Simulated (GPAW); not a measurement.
# NbTe (P-6m2) in GPAW: convergence with density grid spacing (A)

Aim: find how far density grid spacing (A) must go before the results for NbTe settle, at PBEsol. This setting moves, with any that are tied to it; all else stays.

All numbers are computed with GPAW 26.7.0; they aren't measurements. Logs are shortened: lines on timing, memory, paths and dates and some standing lists are left out, and cuts for length are marked. The log counts tension as positive stress, the text compression.

### Step 1. The crystal as given

The structure is hexagonal, space group P-6m2 (No. 187). The conventional cell has a = 3.703 Å, b = 3.703 Å, c = 3.694 Å, α = 90.00°, β = 90.00°, γ = 120.00°. Te (site symmetry -6m2) is surrounded by 6 Nb at 2.83 Å. Nb (site symmetry -6m2) has 6 Te at 2.83 Å as nearest neighbours.

The cell comes from a database or a generator and needn't be the stable form of this composition.

### Step 2. With density grid spacing (A) 0.24

File run.py:

```python
from ase.dft.bandgap import bandgap
from ase.io import read, write
from ase.units import GPa
from gpaw import GPAW, PW, setup_paths

setup_paths.insert(0, '.')

atoms = read('NbTe.xyz')

calc = GPAW(mode=PW(600),
            h=0.24,
            xc='PBEsol',
            kpts={'size': (6, 6, 6), 'gamma': True},
            occupations={'name': 'fermi-dirac', 'width': 0.05},
            nbands=20,
            convergence={'density': 1e-05, 'energy': 1e-05},
            maxiter=100,
            txt='gpaw.txt')
atoms.calc = calc
energy = atoms.get_potential_energy()
forces = atoms.get_forces()
stress = atoms.get_stress()
calc.write('gs.gpw')
write('result.traj', atoms)
print(f'Energy: {energy:.6f} eV')
print('Forces (eV/A):')
print(forces.round(4))
print('Stress (GPa):', (stress / GPa).round(3))
print('Fermi level:', round(calc.get_fermi_level(), 4), 'eV')
print(f'Gap: {bandgap(calc)[0]:.4f} eV, direct: {bandgap(calc, direct=True)[0]:.4f} eV')
```

File NbTe.xyz:

```xyz
2
Lattice="3.7029743866 0.0000000000 0.0000000000 -1.8514871933 3.2068698884 0.0000000000 0.0000000000 0.0000000000 3.6942110000" Properties=species:S:1:pos:R:3 pbc="T T T"
Te     1.8514871935      1.0689566294      0.0000000000
Nb     0.0000000000      0.0000000000      1.8471055000
```

Potentials or basis: PAW data sets generated in the run's folder for this functional, pw.

Started as:

```
gpaw-setup -f PBEsol Nb Te
OMP_NUM_THREADS=1 python run.py
```

Run time: 13 s. Hardware: 1 thread of Arm Neoverse V1, shared host; peak memory 0.17 GiB.

Results:

```
Free energy            : -15.0873 eV
Pressure               : -6.0 GPa
Band gap on the k mesh : none (metal or under the smearing width)
```

### Step 3. With density grid spacing (A) 0.2

run.py, as its differences from that of step 2:

```diff
@@ -10,3 +10,3 @@
 calc = GPAW(mode=PW(600),
-            h=0.24,
+            h=0.2,
             xc='PBEsol',
```

NbTe.xyz is that of step 2.

Potentials or basis: PAW data sets generated in the run's folder for this functional, pw.

Started as:

```
gpaw-setup -f PBEsol Nb Te
OMP_NUM_THREADS=1 python run.py
```

It took 14 s on 1 thread of Arm Neoverse V1, shared host; peak memory 0.17 GiB.

What came out:

```yaml
Free_energy: -15.0870 eV
Pressure: -6.0 GPa
Band_gap_on_the_k_mesh: none (metal or under the smearing width)
```

### Step 4. With density grid spacing (A) 0.17

run.py, as its differences from that of step 3:

```diff
@@ -10,3 +10,3 @@
 calc = GPAW(mode=PW(600),
-            h=0.2,
+            h=0.17,
             xc='PBEsol',
```

NbTe.xyz is that of step 3.

Started as:

```
gpaw-setup -f PBEsol Nb Te
OMP_NUM_THREADS=1 python run.py
```

Run time: 22 s. Hardware: 1 thread of Arm Neoverse V1, shared host; peak memory 0.18 GiB.

Results:

- Free energy: -15.0870 eV
- Pressure: -6.0 GPa
- Band gap on the k mesh: none (metal or under the smearing width)

### Step 5. With density grid spacing (A) 0.15

run.py, as its differences from that of step 4:

```diff
@@ -10,3 +10,3 @@
 calc = GPAW(mode=PW(600),
-            h=0.17,
+            h=0.15,
             xc='PBEsol',
```

NbTe.xyz is that of step 4.

Started as:

```
gpaw-setup -f PBEsol Nb Te
OMP_NUM_THREADS=1 python run.py
```

Run time: 21 s. Hardware: 1 thread of Arm Neoverse V1, shared host; peak memory 0.19 GiB.

The run converged. Its results:

```yaml
Free_energy: -15.0870 eV
Pressure: -6.0 GPa
Band_gap_on_the_k_mesh: none (metal or under the smearing width)
```

### Step 6. With density grid spacing (A) 0.13

run.py, as its differences from that of step 5:

```diff
@@ -10,3 +10,3 @@
 calc = GPAW(mode=PW(600),
-            h=0.15,
+            h=0.13,
             xc='PBEsol',
```

NbTe.xyz is that of step 5.

Potentials or basis: PAW data sets generated in the run's folder for this functional, pw.

Started as:

```
gpaw-setup -f PBEsol Nb Te
OMP_NUM_THREADS=1 python run.py
```

It took 35 s on 1 thread of Arm Neoverse V1, shared host; peak memory 0.2 GiB.

It converged, with:

```
Free energy            : -15.0870 eV
Pressure               : -6.0 GPa
Band gap on the k mesh : none (metal or under the smearing width)
```

### Step 7. With density grid spacing (A) 0.11

run.py, as its differences from that of step 6:

```diff
@@ -10,3 +10,3 @@
 calc = GPAW(mode=PW(600),
-            h=0.13,
+            h=0.11,
             xc='PBEsol',
```

NbTe.xyz is that of step 6.

Started as:

```
gpaw-setup -f PBEsol Nb Te
OMP_NUM_THREADS=1 python run.py
```

It took 52 s on 1 thread of Arm Neoverse V1, shared host; peak memory 0.24 GiB.

Results (log left out):

- Free energy: -15.0870 eV
- Pressure: -6.0 GPa
- Band gap on the k mesh: none (metal or under the smearing width)

### Step 8. With density grid spacing (A) 0.09

run.py, as its differences from that of step 7:

```diff
@@ -10,3 +10,3 @@
 calc = GPAW(mode=PW(600),
-            h=0.11,
+            h=0.09,
             xc='PBEsol',
```

NbTe.xyz is that of step 7.

Potentials or basis: PAW data sets generated in the run's folder for this functional, pw.

Started as:

```
gpaw-setup -f PBEsol Nb Te
OMP_NUM_THREADS=1 python run.py
```

gpaw.txt:

```text
__  _  _
 | _ |_)|_||  |
 |__||  | ||/\| - 26.7.0

Input parameters:
  mode=PW(ecut=600.0),
  convergence={'density': 1e-05, 'energy': 1e-05},
  h=0.09,
  kpts=MonkhorstPack(size=(6, 6, 6), gamma=True),
  maxiter=100,
  nbands=20,
  occupations=Occupations(name='fermi-dirac', width=0.05),
  xc=XC(name='PBEsol')

Diagonalizing LCAO Hamiltonian
Converting LCAO to pw mode

       Nb

            Te

Atoms  # Å, Bohr magnetons
|   | symbol |        x |        y |        z |    initial magnetic moments |
|---|--------|----------|----------|----------|-----------------------------|
| 0 |     Te | 1.851487 | 1.068957 | 0.000000 | ( 0.0000,  0.0000,  0.0000) |
| 1 |     Nb | 0.000000 | 0.000000 | 1.847106 | ( 0.0000,  0.0000,  0.0000) |

Unit cell  # Å
| periodic |         x |        y |        z |  lengths |     angles |
|----------|-----------|----------|----------|----------|------------|
|      yes |  3.702974 | 0.000000 | 0.000000 | 3.702974 |  90.000000 |
|      yes | -1.851487 | 3.206870 | 0.000000 | 3.702974 |  90.000000 |
|      yes |  0.000000 | 0.000000 | 3.694211 | 3.694211 | 120.000000 |

Number of symmetries: 12
Symmetry operations  # r_c * U_cc + t_c -> r_c
|    | kind |            matrix            |
|----|------|------------------------------|
|  0 |  σ   |  1, 1, 0,  0,-1, 0,  0, 0, 1 |
|  1 |  C2  |  1, 1, 0,  0,-1, 0,  0, 0,-1 |
|  2 |  E   |  1, 0, 0,  0, 1, 0,  0, 0, 1 |
|  3 |  σ   |  1, 0, 0,  0, 1, 0,  0, 0,-1 |
|  4 |  C3  |  0, 1, 0, -1,-1, 0,  0, 0, 1 |
|  5 |  S3  |  0, 1, 0, -1,-1, 0,  0, 0,-1 |
|  6 |  σ   |  0,-1, 0, -1, 0, 0,  0, 0, 1 |
|  7 |  C2  |  0,-1, 0, -1, 0, 0,  0, 0,-1 |
|  8 |  σ   | -1, 0, 0,  1, 1, 0,  0, 0, 1 |
|  9 |  C2  | -1, 0, 0,  1, 1, 0,  0, 0,-1 |
| 10 |  C3  | -1,-1, 0,  1, 0, 0,  0, 0, 1 |
| 11 |  S3  | -1,-1, 0,  1, 0, 0,  0, 0,-1 |

BZ-sampling:
  Number of BZ points: 216
  Number of IBZ points: 28

  Monkhorst-Pack size: [6, 6, 6]
  Monkhorst-Pack shift: [0.08333333333333333, 0.08333333333333333, 0.08333333333333333]

K-points  # in reciprocal-cell coordinates
|     |                                coordinates |     weight |
|-----|--------------------------------------------|------------|
|   0 | (  0.00000000,   0.00000000,   0.00000000) | 0.00462963 |
|   1 | (  0.00000000,   0.00000000,   0.16666667) | 0.00925926 |
|   2 | (  0.00000000,   0.00000000,   0.33333333) | 0.00925926 |
|   3 | (  0.00000000,   0.00000000,   0.50000000) | 0.00462963 |
|   4 | (  0.16666667,   0.00000000,   0.00000000) | 0.02777778 |
|   5 | (  0.16666667,   0.00000000,   0.16666667) | 0.05555556 |
|   6 | (  0.16666667,   0.00000000,   0.33333333) | 0.05555556 |
|   7 | (  0.16666667,   0.00000000,   0.50000000) | 0.02777778 |
|   8 | (  0.33333333,  -0.16666667,   0.00000000) | 0.02777778 |
|   9 | (  0.33333333,  -0.16666667,   0.16666667) | 0.05555556 |
| ... |                                            |            |
|  27 | (  0.50000000,   0.50000000,   0.50000000) | 0.01388889 |

Plane wave coefficients: 1509
Cutoff: 600.0 eV

Spin-components: 1 (collinear spins)
Bands:           20
Projectors:      11
Spin-degeneracy: 2
Datatype:        complex128

Parallelization:
  kpt:    1
  domain: 1
  band:   1

Density:
  Valence electrons: 19.0
  Components: 1
  Grid points: [42 42 42]
  Charge: 0.0  # |e|

Potential:
  Grid points: [42 42 42]

species:
  Te:
    name:    Tellurium
    Z:       52.0
    valence: 6
    core:    46
    charge:  0.0  # [|e|]
    compensation charges:
      type: gauss
      rc: 0.36  # [Å]
      lmax: 2
    cutoffs:
      filter: 2.09  # [Å]
      core: 3.17  # [Å]
    projectors
    | kind |    occ | energy [eV] | rcut [Å] |
    |------|--------|-------------|----------|
    |   5s |  2.000 |     -15.132 |    1.180 |
    |   5p |  4.000 |      -5.970 |    1.196 |
    |    s |        |      12.080 |    1.180 |
    |    p |        |      21.241 |    1.196 |
    |    d |        |       0.000 |    1.238 |

    Using partial waves for Te as LCAO basis

  Nb:
    name:    Niobium
    Z:       41.0
    valence: 13
    core:    28
    charge:  0.0  # [|e|]
    compensation charges:
      type: gauss
      rc: 0.40  # [Å]
      lmax: 2
    cutoffs:
      filter: 2.35  # [Å]
      core: 1.51  # [Å]
    projectors
    | kind |    occ | energy [eV] | rcut [Å] |
    |------|--------|-------------|----------|
    |   4s |  2.000 |     -58.318 |    1.323 |
    |   5s |  1.000 |      -4.011 |    1.323 |
    |   4p |  6.000 |     -34.497 |    1.323 |
    |   5p |  0.000 |      -1.086 |    1.323 |
    |   4d |  4.000 |      -3.056 |    1.244 |
    |    d |        |      24.155 |    1.244 |

    Using partial waves for Nb as LCAO basis

Reference energy: -288560.520576  # eV

eigensolver:
  PPCG
  Converge bands: occupied
  niter=2

density mixing:
  MSR1-Mixer
  Pratt-step length: 0.05
  Maximum mixing coefficient: 0.75
  Old densities: 10
  SVD Regularization: 0.005
  Good broyden scale: 1.0
  Trust region scale: 1.0
  Backstep threshold: 4.0
  History deletion threshold: 6.0
  Fourier metric: weight=20.0, sigma=0.015

occupation numbers:
  Fermi-Dirac:
    width: 0.0500  # eV

poisson solver:
  ecut: 4800.0  # eV

xc functional:
  name: PBEsol with 2 nearest neighbor stencil

convergence criteria:
- Maximum integral of absolute [dens]ity change: 1e-05 electrons / valence electron
- Maximum [total energy] change in last 3 cyles: 1e-05 eV / valence electron
- Maximum integral of absolute [eigenst]ate change: 4e-08 eV^2 / valence electron
maximum number of iterations: 100

SCF iterations
|iter     | |      energy | eigst |  dens |
|---------|-|-------------|-------|-------|
|iter:   1| |  -15.574870 | +0.15 |       |
|iter:   2| |  -15.455558 | -2.20 | -1.10 |
|iter:   3| |  -15.085776 | -1.55 | -1.14 |
|iter:   4| |  -15.080278 | -3.25 | -1.69 |
|iter:   5| |  -15.078952 | -3.51 | -2.03 |
|iter:   6| |  -15.078864 | -4.77 | -2.62 |
|iter:   7| |  -15.078867c| -6.28 | -3.51 |
|iter:   8| |  -15.078867c| -7.66c| -4.16 |
|iter:   9| |  -15.078867c| -7.92c| -4.81 |
|iter:  10| |  -15.078867c| -8.81c| -5.59c|

Converged in 10 steps
Energy contributions relative to reference atoms: (reference = -288560.520576)

Energy contributions:
  Kinetic:           4.410537
  Coulomb:          -7.324646
  Zero:              0.006110
  External:          0.000000
  Xc:              -12.162750
  Entropy:          -0.016235
  Spinorbit:         0.000000
  ----------------------------
  Free energy:     -15.086984
  Extrapolated:    -15.078867

dipole moment: (-3.987091, -13.317999, -15.707236)  # |e|*Ang

Fermi level: 10.785
Eigenvalues  # (at kpt = [0.000, 0.000, 0.000])
| band index |      eig [eV] | occ [0-2] |
|------------|---------------|-----------|
|          0 |       -44.762 |     2.000 |
|          1 |       -21.013 |     2.000 |
|          2 |       -20.822 |     2.000 |
|          3 |       -20.822 |     2.000 |
|          4 |        -3.508 |     2.000 |
|          5 |         7.593 |     2.000 |
[... 9 lines left out ...]
|         15 |        17.858 |     0.000 |
|         16 |        17.858 |     0.000 |
|        ... |               |           |
|         19 |        23.678 |     0.000 |

No gap
No difference between direct/indirect transitions

Forces  # eV/Ang
|       x |       y |       z |
|---------|---------|---------|
| 0.00000 | 0.00000 | 0.00000 |  # Te   0
| 0.00000 | 0.00000 | 0.00000 |  # Nb   1

Stress tensor  # eV/Ang^3
|         x |        y |        z |
|-----------|----------|----------|
|  0.037115 | 0.000000 | 0.000000 |
| -0.000000 | 0.037115 | 0.000000 |
|  0.000000 | 0.000000 | 0.037595 |

# Writing to gs.gpw (mode='')
```

Run time: 78 s. Hardware: 1 thread of Arm Neoverse V1, shared host; peak memory 0.3 GiB.

Results:

```yaml
Free_energy: -15.0870 eV
Pressure: -6.0 GPa
Band_gap_on_the_k_mesh: none (metal or under the smearing width)
```

### Step 9. Summary

```tsv
density grid spacing (A)	energy less the tightest run, at zero smearing (meV/atom)	SCF cycles	CPU time (s)	peak memory (GiB)
0.24	-0.14	10	13	0.17
0.2	-0.03	10	14	0.17
0.17	-0.01	10	22	0.18
0.15	-0.01	10	21	0.19
0.13	-0.01	10	35	0.2
0.11	0.00	10	52	0.24
0.09	0.00	10	78	0.3
```

Against the tightest run, the energy stays within 1 meV/atom from 0.24 on. The tightest run that finished is the yardstick and may itself not be fully converged.
